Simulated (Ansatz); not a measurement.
CH4BBrO, SMILES OBCBr: a rigid torsion scan, run with the Ansatz DFT code, driven from Python.

The script, `torsion_ch4bbro.py`:
```python
# -*- coding: utf-8 -*-
"""Rigid torsion scan of CH4BBrO."""

import ansatz as az
from ase import Atoms

BASIS_SET = "def2-SVP"
XC = "pbe"
DISPERSION = "d3bj"
FMAX = 0.02


def main():
    atoms = Atoms(["O", "B", "C", "Br", "H", "H", "H", "H"], positions=[
        (-0.3998, 1.4944, -0.7053),
        (0.0054, 0.6626, 0.3596),
        (0.4724, -0.8071, 0.0263),
        (-0.8771, -1.837, -0.7),
        (-1.4239, 1.381, -0.7834),
        (0.0507, 1.0892, 1.4674),
        (0.8877, -1.289, 0.9777),
        (1.3768, -0.7512, -0.6982),
    ])

    # start the scan from a relaxed geometry
    first = (
        az.Crystal.molecule_from_ase(atoms).calculation()
        .basis(gaussian=BASIS_SET)
        .functional(XC, dispersion=DISPERSION)
        .relax(force_tolerance=FMAX, max_steps=80)
    )
    atoms.positions = first.run(threads=1).report["positions_ang"]

    start = atoms.get_dihedral(3, 2, 1, 0)
    energies = {}
    for turn in range(0, 360, 40):
        turned = atoms.copy()
        turned.set_dihedral(3, 2, 1, 0, start + turn, indices=[0, 1, 4, 5])
        model = (
            az.Crystal.molecule_from_ase(turned).calculation()
            .basis(gaussian=BASIS_SET)
            .functional(XC, dispersion=DISPERSION)
        )
        energies[round((start + turn) % 360)] = model.run(threads=1).report["free_energy_ev"]
    floor = min(energies.values())
    print("dihedral Br3-C2-B1-O0 (deg)   E - E(min) (eV)")
    for angle, e in sorted(energies.items()):
        print(f"{angle:8d} {(e - floor):14.3f}  " + "#" * int(30 * (e - floor) / max(max(energies.values()) - floor, 1e-9)))


if __name__ == "__main__":
    main()
```

Where along the turn do the lowest and the highest point lie, and how far apart are they?

The lowest point is at 256° and the highest at 16°, 0.341 eV (32.9 kJ/mol) above it, with the rest of the molecule held.

The output:

```console
$ python torsion_ch4bbro.py
dihedral Br3-C2-B1-O0 (deg)   E - E(min) (eV)
      16          0.341  ##############################
      56          0.165  ##############
      96          0.017  #
     136          0.080  #######
     176          0.237  ####################
     216          0.122  ##########
     256          0.000
     296          0.116  ##########
     336          0.320  ############################
```

The scan is rigid and the energies are electronic, in a modest basis. With rigid groups the curve can differ much from the relaxed path, the start wasn't checked as a minimum of this torsion, and equivalent turns needn't return to the same energy. Hardware and time: 52 s on 1 thread of Arm Neoverse V2 (shared host), peak memory 0.22 GiB.

(A comment or docstring line of the script was reworded after the run, the code is as it ran; lines on the test bed's own set-up are left out of the output.)
